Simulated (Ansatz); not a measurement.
# Ga9N10 wurtzite ring sphere (Ga₉N₁₀H₂₆+): geometry, orbitals and charge

What does Ga9N10 wurtzite ring sphere (Ga₉N₁₀H₂₆+) look like as a singlet, and where do its frontier electrons sit?

Computed with Ansatz 0.2.0, Gaussian basis. Level: RKS PBE0-D4/def2-TZVP.

The runs, in order: relaxation at r2SCAN-D4/def2-SVP; a single point at PBE0-D4/def2-TZVP.

### Step 1. Starting geometry

45 atoms, charge 1, spin multiplicity 1.

Atoms are counted from 1 here; the program's logs count them from 0.

Bond lengths: N1–Ga2 2.108 Å, N1–Ga5 1.948 Å, N1–H20 1.026 Å, N1–H21 1.025 Å, Ga2–N7 1.999 Å, Ga2–H22 1.546 Å, Ga2–H23 1.552 Å, N3–Ga4 2.050 Å, N3–Ga5 1.985 Å, N3–H24 1.025 Å, N3–H25 1.027 Å, Ga4–N9 2.050 Å, Ga4–H26 1.554 Å, Ga4–H27 1.538 Å, Ga5–N6 1.925 Å, Ga5–N14 1.906 Å, N6–Ga8 2.041 Å, N6–Ga10 1.925 Å and more. Angles: Ga2–N1–Ga5 110.7°, Ga2–N1–H20 107.3°, Ga2–N1–H21 106.3°, Ga5–N1–H20 113.2°, Ga5–N1–H21 113.4°, H20–N1–H21 105.4°, N1–Ga2–N7 104.0°, N1–Ga2–H22 103.3°, N1–Ga2–H23 103.0°, N7–Ga2–H22 108.5°, N7–Ga2–H23 107.6°, H22–Ga2–H23 127.9°, Ga4–N3–Ga5 113.9°, Ga4–N3–H24 108.3°, Ga4–N3–H25 106.5°, Ga5–N3–H24 112.5°, Ga5–N3–H25 110.4°, H24–N3–H25 104.8° and more.

The ion is computed in the gas phase, without counter-ions or solvent.

The start is a GFN2-xTB geometry.

### Step 2. Relaxation at r2SCAN-D4/def2-SVP

File in.yaml:

```yaml
crystal:
  periodic: [false, false, false]
  atoms:
    - {symbol: N, position_ang: [0.483540, -3.332570, -0.313080]}
    - {symbol: Ga, position_ang: [0.518050, -3.404180, 1.793540]}
    - {symbol: N, position_ang: [0.507600, -1.498840, -2.924250]}
    - {symbol: Ga, position_ang: [-1.203490, -0.695990, -3.718580]}
    - {symbol: Ga, position_ang: [0.554040, -1.489420, -0.939760]}
    - {symbol: N, position_ang: [-1.015470, -0.585990, -0.285980]}
    - {symbol: N, position_ang: [0.548100, -1.482530, 2.343030]}
    - {symbol: Ga, position_ang: [-1.110260, -0.639680, 1.751970]}
    - {symbol: N, position_ang: [-1.047830, 1.188410, -2.925770]}
    - {symbol: Ga, position_ang: [-1.012450, 1.224230, -0.941240]}
    - {symbol: N, position_ang: [-2.641440, 2.089560, -0.312270]}
    - {symbol: N, position_ang: [-1.008890, 1.217360, 2.342230]}
    - {symbol: Ga, position_ang: [-2.687650, 2.153350, 1.793930]}
    - {symbol: N, position_ang: [2.117660, -0.618250, -0.283830]}
    - {symbol: Ga, position_ang: [2.212610, -0.706880, 1.706170]}
    - {symbol: Ga, position_ang: [2.213180, 1.275170, -0.953780]}
    - {symbol: N, position_ang: [0.525930, 2.140370, -0.285870]}
    - {symbol: N, position_ang: [2.110730, 1.217510, 2.320410]}
    - {symbol: Ga, position_ang: [0.496510, 2.269150, 1.704470]}
    - {symbol: H, position_ang: [-0.357550, -3.832230, -0.622070]}
    - {symbol: H, position_ang: [1.273120, -3.902680, -0.633740]}
    - {symbol: H, position_ang: [-0.865060, -3.995520, 2.151290]}
    - {symbol: H, position_ang: [1.917660, -4.001560, 2.098400]}
    - {symbol: H, position_ang: [0.632470, -2.438070, -3.314110]}
    - {symbol: H, position_ang: [1.289860, -0.951600, -3.303810]}
    - {symbol: H, position_ang: [-2.428370, -1.405110, -3.077170]}
    - {symbol: H, position_ang: [-0.942260, -0.545210, -5.226500]}
    - {symbol: H, position_ang: [-1.857360, -1.072050, -0.621710]}
    - {symbol: H, position_ang: [0.568800, -1.488180, 3.371240]}
    - {symbol: H, position_ang: [-2.413770, -1.391290, 2.063520]}
    - {symbol: H, position_ang: [-1.801290, 1.764190, -3.313680]}
    - {symbol: H, position_ang: [-0.185020, 1.595480, -3.307460]}
    - {symbol: H, position_ang: [-3.496480, 1.614810, -0.622350]}
    - {symbol: H, position_ang: [-2.736260, 3.059260, -0.631770]}
    - {symbol: H, position_ang: [-1.002510, 1.240240, 3.370440]}
    - {symbol: H, position_ang: [-3.892340, 1.251880, 2.150560]}
    - {symbol: H, position_ang: [-2.503590, 3.663590, 2.100800]}
    - {symbol: H, position_ang: [2.967550, -1.082100, -0.629830]}
    - {symbol: H, position_ang: [3.512550, -1.383990, 2.144900]}
    - {symbol: H, position_ang: [2.074970, 1.192400, -2.527270]}
    - {symbol: H, position_ang: [3.428280, 1.976690, -0.296890]}
    - {symbol: H, position_ang: [0.549200, 3.108230, -0.632500]}
    - {symbol: H, position_ang: [2.201380, 1.270650, 3.342810]}
    - {symbol: H, position_ang: [2.943420, 1.697440, 1.954860]}
    - {symbol: H, position_ang: [0.562130, 3.733940, 2.140700]}
basis:
  gaussian: {orbitals: def2-SVP, fitting: {mean_field: def2-universal-jkfit}}
total_charge: 1
hamiltonian: {xc: r2scan, dispersion: d4}
scf: {lower_state_search: "off"}
output: {orbitals: {seedname: orbitals}}
relax: {f_tol: 0.03, max_steps: 70}
```

Started as:

```bash
> ansatz run in.yaml --threads 5 --pin off --events-out ev --progress --plain --max-ram 66560MiB --backend cuda --devices 0, --max-vram 37GiB
```

The runs that follow: Single point, PBE0-D4/def2-TZVP.

Q: Predict the results of all the runs planned. Wanted: point group; commonest bond, hydrogen aside; HOMO, LUMO at PBE0-D4/def2-TZVP.

As calculated:

| quantity | value |
| --- | --- |
| point group | Cs |
| commonest bond, hydrogen aside | Ga–N, 25 of mean length 1.982 Å |
| HOMO, LUMO at PBE0-D4/def2-TZVP | -10.52, -3.67 eV |

In words: The molecule keeps its bonding pattern by the stored test; the atoms moved 0.08 Å (rms). No usable vibrations, so a minimum isn't proven. The HOMO lies nearest to H23, H37 about 22 % each; N7, N12 about 9 % each and the LUMO to H24, H31 about 8 % each. Whether this spin is the lowest isn't tested here. The point group is read from a loosely relaxed geometry; soft torsions can leave it below the true symmetry.
